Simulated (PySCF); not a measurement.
# O4Si4: relaxation and vibrations and intensities

Aim: for O4Si4, 2 runs in a chain (relaxation and vibrations and intensities).

Program: PySCF 2.14.0. Level of theory: relaxation, pbe0, def2-tzvp, and further levels as typed in the inputs. These are calculated values, not measurements.

### Step 1. The starting structure

Bond lengths: Si1–O2 1.671 Å, O2–Si3 1.744 Å, Si3–O4 1.677 Å, O4–Si5 1.687 Å, Si5–O6 1.711 Å, O6–Si7 1.678 Å, Si1–O8 1.726 Å, Si7–O8 1.635 Å. Angles: Si1–O2–Si3 135.0°, O2–Si1–O8 136.0°, O2–Si3–O4 132.9°, Si3–O4–Si5 137.4°, O4–Si5–O6 132.7°, Si5–O6–Si7 135.5°, O6–Si7–O8 137.7°, Si1–O8–Si7 132.8°.

Structure file:

```xyz
8

Si    2.2031   -0.0213    0.0088
O     1.5944    1.5351    0.0180
Si   -0.0031    2.2354    0.0097
O    -1.5421    1.5685    0.0050
Si   -2.2279    0.0278   -0.0274
O    -1.5509   -1.5434   -0.0168
Si    0.0029   -2.1766   -0.0005
O     1.5379   -1.6139   -0.0194
```

### Step 2. Relaxation: O4Si4, charge +1

Input file run.py:

```python
from pyscf import gto, dft
from pyscf.geomopt.geometric_solver import optimize
mol = gto.M(atom="mol.xyz", basis="def2-tzvp", charge=1, spin=1, verbose=4)
mf = dft.UKS(mol, xc="pbe0").density_fit().run(conv_tol=1e-9)
for i in range(6):  # look for a lower solution of the same spin
    mo, _, ok, _ = mf.stability(return_status=True)
    if ok: break
    mf.kernel(mf.make_rdm1(mo, mf.mo_occ))
print(f"converged SCF energy = {mf.e_tot:.10f}, stable: {ok}")
mf = mf.newton()  # steadier than the usual iterations for open shells
m = optimize(mf, maxsteps=60)
print("optimised structure (A):")
for k in range(m.natm): print(m.atom_symbol(k), *(f"{x:.8f}" for x in m.atom_coords(unit="A")[k]))
```

The run is started by

```
python run.py
```

Output:

```text
305171329122   1.267003514122  -0.001215937747 AA    2.466416357676   2.394289640552  -0.002297789326 Bohr
   3 Si     0.012951931855   2.182453930147   0.560033190441 AA    0.024475603989   4.124240207459   1.058309350601 Bohr
   4 O     -1.279537300274   1.290080306716  -0.005306647679 AA   -2.417975063684   2.437898458387  -0.010028110752 Bohr
   5 Si    -2.181616586005   0.050706399449  -0.569256273664 AA   -4.122657856358   0.095821207721  -1.075738451916 Bohr
   6 O     -1.361466730085  -1.326418741043   0.004005714652 AA   -2.572799247568  -2.506568147062   0.007569703625 Bohr
   7 Si    -0.021812118978  -2.066740980218   0.511172464102 AA   -0.041218931065  -3.905574423028   0.965975959572 Bohr
   8 O      1.356339290163  -1.373425301871   0.011465897931 AA    2.563109790394  -2.595397673084   0.021667406861 Bohr

******** <class 'pyscf.scf.hf.SecondOrderDFUKS_Scanner'> ********
method = SecondOrderDFUKS_Scanner
initial guess = minao
damping factor = 0
level_shift factor = 0
DIIS = <class 'pyscf.scf.diis.CDIIS'>
diis_start_cycle = 1
diis_space = 8
diis_damp = 0
SCF conv_tol = 1e-09
SCF conv_tol_grad = None
SCF max_cycles = 50
direct_scf = False
number electrons alpha = 44  beta = 43
XC library pyscf.dft.libxc version 7.0.0
    S. Lehtola, C. Steigemann, M. J.T. Oliveira, and M. A.L. Marques.,  SoftwareX 7, 1–5 (2018)
XC functionals = pbe0
    C. Adamo and V. Barone.,  J. Chem. Phys. 110, 6158 (1999)
    M. Ernzerhof and G. E. Scuseria.,  J. Chem. Phys. 110, 5029 (1999)
radial grids:
    Treutler-Ahlrichs [JCP 102, 346 (1995); DOI:10.1063/1.469408] (M4) radial grids

becke partition: Becke, JCP 88, 2547 (1988); DOI:10.1063/1.454033
pruning grids: <function nwchem_prune at 0x7d8976053100>
grids dens level: 3
symmetrized grids: False
atomic radii adjust function: <function treutler_atomic_radii_adjust at 0x7d89760740e0>
small_rho_cutoff = 0
******** <class 'pyscf.df.df_jk.DFUKS'> Newton solver flags ********
SCF tol = 1e-09
conv_tol_grad = None
max. SCF cycles = 50
direct_scf = False
max_cycle_inner = 12
max_stepsize = 0.05
ah_start_tol = 1e+09
ah_level_shift = 0
ah_conv_tol = 1e-12
ah_lindep = 1e-14
ah_start_cycle = 1
ah_max_cycle = 40
ah_grad_trust_region = 2.5
kf_interval = 4
kf_trust_region = 5
canonicalization = True
Set conv_tol_grad to 3.16228e-05
tot grids = 133048
******** <class 'pyscf.df.df.DF'> ********
auxbasis = def2-tzvp-jkfit
[... the frontier-level lines of each cycle are left out ...]
Initial guess E= -1458.18984715306  |g|= 0.00511044
macro= 0  E= -1458.18987147517  delta_E= -2.43221e-05  |g|= 4.44543e-05  3 KF 14 JK
macro= 1  E= -1458.18987147517  delta_E= -9.09495e-13  |g|= 9.41673e-06  1 KF 2 JK
Canonicalize SCF orbitals
macro X = 2  E=-1458.18987147517  |g|= 9.41673e-06  total 5 KF 19 JK
converged SCF energy = -1458.18987147517  <S^2> = 0.76012671  2S+1 = 2.0101012

******** <class 'pyscf.grad.rhf.Gradients_Scanner'> for <class 'pyscf.scf.hf.SecondOrderDFUKS_Scanner'> ********
unit = Eh/Bohr
grid_response = False
--------------- SecondOrderDFUKS_Scanner gradients ---------------
         x                y                z
0 Si    -0.0013469652    -0.0006252237     0.0007420553
1 O     0.0011387925     0.0002483816    -0.0002844118
2 Si    -0.0008085946    -0.0004534937    -0.0002060679
3 O     0.0003926746     0.0007029386     0.0005428543
4 Si    -0.0000860853    -0.0004838245    -0.0001903895
5 O    -0.0000369648     0.0002667828    -0.0002563282
6 Si    -0.0008206198    -0.0003426561     0.0007063688
7 O     0.0015920551     0.0007289958    -0.0010111792
----------------------------------------------
cycle 16: E = -1458.18987148  dE = -3.69534e-05  norm(grad) = 0.00344014

Geometry optimization cycle 17
Cartesian coordinates (Angstrom)
 Atom        New coordinates             dX        dY        dZ
  Si   2.176795   0.003371  -0.545767    0.002315  0.000536 -0.006272
   O   1.302773   1.263372  -0.002533   -0.002399 -0.003631 -0.001317
  Si   0.013897   2.178571   0.563495    0.000945 -0.003883  0.003462
   O  -1.281337   1.289924  -0.007063   -0.001800 -0.000156 -0.001757
  Si  -2.181499   0.051506  -0.572360    0.000117  0.000800 -0.003104
   O  -1.366182  -1.329735   0.003591   -0.004715 -0.003316 -0.000415
  Si  -0.021939  -2.061834   0.508798   -0.000127  0.004907 -0.002375
   O   1.357012  -1.373562   0.014905    0.000673 -0.000137  0.003439
New geometry
   1 Si     2.176794887909   0.003370586646  -0.545767196368 AA    4.113546167502   0.006369485640  -1.031350528907 Bohr
   2 O      1.302772579560   1.263372394681  -0.002532510530 AA    2.461883377962   2.387427819283  -0.004785751309 Bohr
   3 Si     0.013896578375   2.178571156693   0.563495170133 AA    0.026260727197   4.116902829026   1.064851544066 Bohr
   4 O     -1.281337072535   1.289924094520  -0.007063329550 AA   -2.421376140344   2.437603260120  -0.013347758377 Bohr
   5 Si    -2.181499326616   0.051506076722  -0.572359842612 AA   -4.122436268227   0.097332378756  -1.081603347235 Bohr
   6 O     -1.366182061602  -1.329734533032   0.003590872918 AA   -2.581709932721  -2.512834085806   0.006785766362 Bohr
   7 Si    -0.021939425723  -2.061834111064   0.508797704088 AA   -0.041459505947  -3.896301784198   0.961488313534 Bohr
   8 O      1.357012423916  -1.373561838473   0.014905014243 AA    2.564381828834  -2.595655689868   0.028166394802 Bohr

******** <class 'pyscf.scf.hf.SecondOrderDFUKS_Scanner'> ********
method = SecondOrderDFUKS_Scanner
initial guess = minao
damping factor = 0
level_shift factor = 0
DIIS = <class 'pyscf.scf.diis.CDIIS'>
diis_start_cycle = 1
diis_space = 8
diis_damp = 0
SCF conv_tol = 1e-09
SCF conv_tol_grad = None
SCF max_cycles = 50
direct_scf = False
number electrons alpha = 44  beta = 43
XC library pyscf.dft.libxc version 7.0.0
    S. Lehtola, C. Steigemann, M. J.T. Oliveira, and M. A.L. Marques.,  SoftwareX 7, 1–5 (2018)
XC functionals = pbe0
    C. Adamo and V. Barone.,  J. Chem. Phys. 110, 6158 (1999)
    M. Ernzerhof and G. E. Scuseria.,  J. Chem. Phys. 110, 5029 (1999)
radial grids:
    Treutler-Ahlrichs [JCP 102, 346 (1995); DOI:10.1063/1.469408] (M4) radial grids

becke partition: Becke, JCP 88, 2547 (1988); DOI:10.1063/1.454033
pruning grids: <function nwchem_prune at 0x7d8976053100>
grids dens level: 3
symmetrized grids: False
atomic radii adjust function: <function treutler_atomic_radii_adjust at 0x7d89760740e0>
small_rho_cutoff = 0
******** <class 'pyscf.df.df_jk.DFUKS'> Newton solver flags ********
SCF tol = 1e-09
conv_tol_grad = None
max. SCF cycles = 50
direct_scf = False
max_cycle_inner = 12
max_stepsize = 0.05
ah_start_tol = 1e+09
ah_level_shift = 0
ah_conv_tol = 1e-12
ah_lindep = 1e-14
ah_start_cycle = 1
ah_max_cycle = 40
ah_grad_trust_region = 2.5
kf_interval = 4
kf_trust_region = 5
canonicalization = True
Set conv_tol_grad to 3.16228e-05
tot grids = 133048
******** <class 'pyscf.df.df.DF'> ********
auxbasis = def2-tzvp-jkfit
Initial guess E= -1458.18988757897  |g|= 0.00371965
macro= 0  E= -1458.18990166697  delta_E= -1.4088e-05  |g|= 2.39665e-05  3 KF 14 JK
macro= 1  E= -1458.18990166697  delta_E= -9.09495e-13  |g|= 7.48205e-06  1 KF 2 JK
Canonicalize SCF orbitals
macro X = 2  E=-1458.18990166697  |g|= 7.48205e-06  total 5 KF 19 JK
converged SCF energy = -1458.18990166697  <S^2> = 0.75992846  2S+1 = 2.0099039

******** <class 'pyscf.grad.rhf.Gradients_Scanner'> for <class 'pyscf.scf.hf.SecondOrderDFUKS_Scanner'> ********
unit = Eh/Bohr
grid_response = False
--------------- SecondOrderDFUKS_Scanner gradients ---------------
         x                y                z
0 Si    -0.0012876931    -0.0006941190     0.0005432385
1 O     0.0010742695     0.0006749264    -0.0001070824
2 Si    -0.0006572663    -0.0007768938    -0.0002911574
3 O     0.0001222623     0.0010125671     0.0005397760
4 Si     0.0001637367    -0.0005381586    -0.0001582581
5 O    -0.0004242871     0.0001038600    -0.0002869594
6 Si    -0.0006293056    -0.0001598012     0.0006341661
7 O     0.0016588616     0.0004277528    -0.0008330533
----------------------------------------------
[... 826 lines left out ...]
--------------- SecondOrderDFUKS_Scanner gradients ---------------
         x                y                z
0 Si     0.0000661797    -0.0000127849    -0.0001109924
1 O    -0.0001311770     0.0001303906     0.0000747531
2 Si     0.0000031018    -0.0001449565    -0.0000409620
3 O     0.0000586604    -0.0000005795     0.0000585526
4 Si    -0.0000622260     0.0000409621    -0.0001032711
5 O     0.0000885208    -0.0000983936     0.0000838853
6 Si    -0.0000584937     0.0000645650    -0.0001112073
7 O    -0.0000093713    -0.0001762302     0.0000649610
----------------------------------------------
cycle 26: E = -1458.19039788  dE = -1.53423e-07  norm(grad) = 0.00042699

Geometry optimization cycle 27
Cartesian coordinates (Angstrom)
 Atom        New coordinates             dX        dY        dZ
  Si   2.281420   0.042222  -0.446106    0.001050  0.005883  0.001279
   O   1.286763   1.245153  -0.002274    0.001601  0.006097  0.001261
  Si   0.018154   2.238867   0.470128    0.001748  0.006192  0.001658
   O  -1.265437   1.272002  -0.017342    0.002130  0.005682  0.001096
  Si  -2.277147   0.087199  -0.471340    0.002212  0.005746  0.000986
   O  -1.397054  -1.329083   0.028956    0.001610  0.006458  0.003689
  Si  -0.022531  -2.033827   0.401347    0.001167  0.007897  0.007569
   O   1.370967  -1.358738   0.043479    0.000625  0.006770  0.003820
New geometry
   1 Si     2.281420293232   0.042221982539  -0.446105993079 AA    4.311259529233   0.079787983436  -0.843018149447 Bohr
   2 O      1.286762794000   1.245153246482  -0.002273559835 AA    2.431629267939   2.352998618965  -0.004296405416 Bohr
   3 Si     0.018154142250   2.238867228511   0.470128052324 AA    0.034306356879   4.230845891151   0.888413262368 Bohr
   4 O     -1.265436888870   1.272001934015  -0.017341779325 AA   -2.391329147885   2.403735285206  -0.032771213438 Bohr
   5 Si    -2.277147260585   0.087198847531  -0.471340424445 AA   -4.303184667809   0.164781940211  -0.890704313638 Bohr
   6 O     -1.397053517219  -1.329083316755   0.028955607617 AA   -2.640048528904  -2.511603465395   0.054718168167 Bohr
   7 Si    -0.022530952467  -2.033827237655   0.401347028172 AA   -0.042577329488  -3.843376463848   0.758435964154 Bohr
   8 O      1.370966544920  -1.358737608843   0.043479053160 AA    2.590751295841  -2.567641955860   0.082163502628 Bohr

******** <class 'pyscf.scf.hf.SecondOrderDFUKS_Scanner'> ********
method = SecondOrderDFUKS_Scanner
initial guess = minao
damping factor = 0
level_shift factor = 0
DIIS = <class 'pyscf.scf.diis.CDIIS'>
diis_start_cycle = 1
diis_space = 8
diis_damp = 0
SCF conv_tol = 1e-09
SCF conv_tol_grad = None
SCF max_cycles = 50
direct_scf = False
number electrons alpha = 44  beta = 43
XC library pyscf.dft.libxc version 7.0.0
    S. Lehtola, C. Steigemann, M. J.T. Oliveira, and M. A.L. Marques.,  SoftwareX 7, 1–5 (2018)
XC functionals = pbe0
    C. Adamo and V. Barone.,  J. Chem. Phys. 110, 6158 (1999)
    M. Ernzerhof and G. E. Scuseria.,  J. Chem. Phys. 110, 5029 (1999)
radial grids:
    Treutler-Ahlrichs [JCP 102, 346 (1995); DOI:10.1063/1.469408] (M4) radial grids

becke partition: Becke, JCP 88, 2547 (1988); DOI:10.1063/1.454033
pruning grids: <function nwchem_prune at 0x7d8976053100>
grids dens level: 3
symmetrized grids: False
atomic radii adjust function: <function treutler_atomic_radii_adjust at 0x7d89760740e0>
small_rho_cutoff = 0
******** <class 'pyscf.df.df_jk.DFUKS'> Newton solver flags ********
SCF tol = 1e-09
conv_tol_grad = None
max. SCF cycles = 50
direct_scf = False
max_cycle_inner = 12
max_stepsize = 0.05
ah_start_tol = 1e+09
ah_level_shift = 0
ah_conv_tol = 1e-12
ah_lindep = 1e-14
ah_start_cycle = 1
ah_max_cycle = 40
ah_grad_trust_region = 2.5
kf_interval = 4
kf_trust_region = 5
canonicalization = True
Set conv_tol_grad to 3.16228e-05
tot grids = 133048
******** <class 'pyscf.df.df.DF'> ********
auxbasis = def2-tzvp-jkfit
Initial guess E= -1458.19039715284  |g|= 0.000523108
macro= 0  E= -1458.19039750967  delta_E= -3.56833e-07  |g|= 5.65469e-05  2 KF 8 JK
macro= 1  E= -1458.19039750967  delta_E= -4.54747e-13  |g|= 1.22456e-05  1 KF 2 JK
Canonicalize SCF orbitals
macro X = 2  E=-1458.19039750967  |g|= 1.22456e-05  total 4 KF 13 JK
converged SCF energy = -1458.19039750967  <S^2> = 0.75650079  2S+1 = 2.0064903

******** <class 'pyscf.grad.rhf.Gradients_Scanner'> for <class 'pyscf.scf.hf.SecondOrderDFUKS_Scanner'> ********
unit = Eh/Bohr
grid_response = False
--------------- SecondOrderDFUKS_Scanner gradients ---------------
         x                y                z
0 Si     0.0000843068     0.0001277347    -0.0001081369
1 O    -0.0001018705    -0.0000245599     0.0000265035
2 Si     0.0000435558    -0.0000406091     0.0000264999
3 O     0.0000277676    -0.0001295105     0.0000123700
4 Si    -0.0000718006     0.0000636853    -0.0000948061
5 O     0.0002254057    -0.0000762148     0.0000599495
6 Si    -0.0001051346     0.0000636226    -0.0000585866
7 O    -0.0001474272    -0.0001877363     0.0000489826
----------------------------------------------
cycle 27: E = -1458.19039751  dE = 3.73233e-07  norm(grad) = 0.000474414

Geometry optimization cycle 28
Cartesian coordinates (Angstrom)
 Atom        New coordinates             dX        dY        dZ
  Si   2.283194   0.047438  -0.442707    0.001774  0.005216  0.003399
   O   1.288381   1.250805  -0.001073    0.001619  0.005652  0.001200
  Si   0.019748   2.245631   0.469373    0.001593  0.006764 -0.000755
   O  -1.263909   1.277554  -0.016246    0.001528  0.005552  0.001096
  Si  -2.275925   0.092253  -0.468090    0.001222  0.005054  0.003250
   O  -1.395891  -1.323672   0.032141    0.001162  0.005411  0.003185
  Si  -0.021416  -2.028239   0.405536    0.001115  0.005589  0.004189
   O   1.371573  -1.352572   0.046892    0.000607  0.006166  0.003413
New geometry
   1 Si     2.283194393297   0.047437620229  -0.442706635601 AA    4.314612092475   0.089644110233  -0.836594294814 Bohr
   2 O      1.288381445471   1.250805090085  -0.001073270426 AA    2.434688075911   2.363679055472  -0.002028187164 Bohr
   3 Si     0.019747547735   2.245631148244   0.469373491097 AA    0.037317456851   4.243627846975   0.886987348304 Bohr
   4 O     -1.263908945938   1.277553934710  -0.016245671233 AA   -2.388441754211   2.414227045963  -0.030699869340 Bohr
   5 Si    -2.275924823213   0.092252751842  -0.468090285057 AA   -4.300874595972   0.174332435218  -0.884562440328 Bohr
   6 O     -1.395891220358  -1.323672256868   0.032140661017 AA   -2.637852106162  -2.501378044165   0.060737046785 Bohr
   7 Si    -0.021415512865  -2.028238565196   0.405535924474 AA   -0.040469454132  -3.832815403502   0.766351830928 Bohr
   8 O      1.371573347899  -1.352571591895   0.046891696443 AA    2.591897987282  -2.555989872549   0.088612463793 Bohr

******** <class 'pyscf.scf.hf.SecondOrderDFUKS_Scanner'> ********
method = SecondOrderDFUKS_Scanner
initial guess = minao
damping factor = 0
level_shift factor = 0
DIIS = <class 'pyscf.scf.diis.CDIIS'>
diis_start_cycle = 1
diis_space = 8
diis_damp = 0
SCF conv_tol = 1e-09
SCF conv_tol_grad = None
SCF max_cycles = 50
direct_scf = False
number electrons alpha = 44  beta = 43
XC library pyscf.dft.libxc version 7.0.0
    S. Lehtola, C. Steigemann, M. J.T. Oliveira, and M. A.L. Marques.,  SoftwareX 7, 1–5 (2018)
XC functionals = pbe0
    C. Adamo and V. Barone.,  J. Chem. Phys. 110, 6158 (1999)
    M. Ernzerhof and G. E. Scuseria.,  J. Chem. Phys. 110, 5029 (1999)
radial grids:
    Treutler-Ahlrichs [JCP 102, 346 (1995); DOI:10.1063/1.469408] (M4) radial grids

becke partition: Becke, JCP 88, 2547 (1988); DOI:10.1063/1.454033
pruning grids: <function nwchem_prune at 0x7d8976053100>
grids dens level: 3
symmetrized grids: False
atomic radii adjust function: <function treutler_atomic_radii_adjust at 0x7d89760740e0>
small_rho_cutoff = 0
******** <class 'pyscf.df.df_jk.DFUKS'> Newton solver flags ********
SCF tol = 1e-09
conv_tol_grad = None
max. SCF cycles = 50
direct_scf = False
max_cycle_inner = 12
max_stepsize = 0.05
ah_start_tol = 1e+09
ah_level_shift = 0
ah_conv_tol = 1e-12
ah_lindep = 1e-14
ah_start_cycle = 1
ah_max_cycle = 40
ah_grad_trust_region = 2.5
kf_interval = 4
kf_trust_region = 5
canonicalization = True
Set conv_tol_grad to 3.16228e-05
tot grids = 133048
******** <class 'pyscf.df.df.DF'> ********
auxbasis = def2-tzvp-jkfit
Initial guess E= -1458.19039751833  |g|= 0.000359231
macro= 0  E= -1458.1903976402  delta_E= -1.2187e-07  |g|= 5.84215e-05  2 KF 8 JK
macro= 1  E= -1458.19039764019  delta_E= 1.81899e-12  |g|= 9.39423e-06  1 KF 2 JK
Canonicalize SCF orbitals
macro X = 2  E=-1458.19039764019  |g|= 9.39423e-06  total 4 KF 13 JK
converged SCF energy = -1458.19039764019  <S^2> = 0.75650706  2S+1 = 2.0064965

******** <class 'pyscf.grad.rhf.Gradients_Scanner'> for <class 'pyscf.scf.hf.SecondOrderDFUKS_Scanner'> ********
unit = Eh/Bohr
grid_response = False
--------------- SecondOrderDFUKS_Scanner gradients ---------------
         x                y                z
0 Si     0.0000461688     0.0001828056    -0.0000695720
1 O    -0.0000120109    -0.0001787406    -0.0000228635
2 Si     0.0000614422     0.0000749462     0.0000781165
3 O    -0.0000425498    -0.0001899601    -0.0000275151
4 Si    -0.0000328781     0.0000268456    -0.0000555292
5 O     0.0002178325    -0.0000081760     0.0000122702
6 Si    -0.0000904192    -0.0000013795    -0.0000184853
7 O    -0.0001921598    -0.0001081263     0.0000176739
----------------------------------------------
cycle 28: E = -1458.19039764  dE = -1.30519e-07  norm(grad) = 0.000486984
optimised structure (A):
Si 2.28319439 0.04743762 -0.44270664
O 1.28838145 1.25080509 -0.00107327
Si 0.01974755 2.24563115 0.46937349
O -1.26390895 1.27755393 -0.01624567
Si -2.27592482 0.09225275 -0.46809029
O -1.39589122 -1.32367226 0.03214066
Si -0.02141551 -2.02823857 0.40553592
O 1.37157335 -1.35257159 0.04689170
```

Wall time 27 min (2 threads of AMD EPYC 9R45 (Zen 5), shared host).

(Part 1 of 2 ends here.)
